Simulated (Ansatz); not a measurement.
# Si: the cost of one run

Method: DFT LDA, scalar-relativistic, plane waves, PAW, in Ansatz 0.2.0.

2 further runs of the same task are left out: 2 set aside as unsound or not needed.

## Step 1: Starting point

The structure is hexagonal, space group P6_3/mmc (No. 194). The conventional cell has a = 3.802 Å, b = 3.802 Å, c = 6.290 Å, α = 90.00°, β = 90.00°, γ = 120.00°. Si (site symmetry 3m) is surrounded by 4 Si at 2.33 to 2.35 Å.

As a file:

```
CELL_PARAMETERS angstrom
3.80182 0.00000 0.00000
-1.90091 3.29248 0.00000
0.00000 0.00000 6.29008
ATOMIC_POSITIONS crystal
Si 0.33333 0.66667 0.06305
Si 0.66667 0.33333 0.56305
Si 0.33333 0.66667 0.43695
Si 0.66667 0.33333 0.93695
```

It goes back to an entry of the Materials Project, which need not be the stable form.

It is the result of an earlier relaxation at this level (volume 19.68 Å³/atom; gap on the mesh: 0.27 eV).

## Step 2: Zone-centre modes

The input, input.yaml:

```yaml
crystal:
  lattice:
    - [3.801823485, 0.0, 0.0]
    - [-1.9009117425, 3.2924757187, 0.0]
    - [0.0, 0.0, 6.2900824764]
  atoms:
    - { symbol: Si, position: [0.3333333333, 0.6666666667, 0.0630541391] }
    - { symbol: Si, position: [0.6666666667, 0.3333333333, 0.5630541391] }
    - { symbol: Si, position: [0.3333333333, 0.6666666667, 0.4369458609] }
    - { symbol: Si, position: [0.6666666667, 0.3333333333, 0.9369458609] }
basis:
  ecutwfc: 420
kpoints:
  mp_grid: { grid: [12, 12, 6] }
hamiltonian:
  xc: lda
scf:
  occupations: { method: fixed }
output:
  eigenvalues: true
phonons:
  method: dfpt
  dielectric: true
  rigid_motions: translations
  eigenvectors: true
```

Started as:

```bash
$ ansatz run input.yaml --threads 2 --pin off --max-ram 5120MiB --backend cpu --events-out ev --progress --plain --runs-dir out
```

What time and memory should one allow on 2 threads of Intel Xeon Platinum 8488C (Sapphire Rapids), shared host?

About 71 s, with a peak of 1.2 GiB.
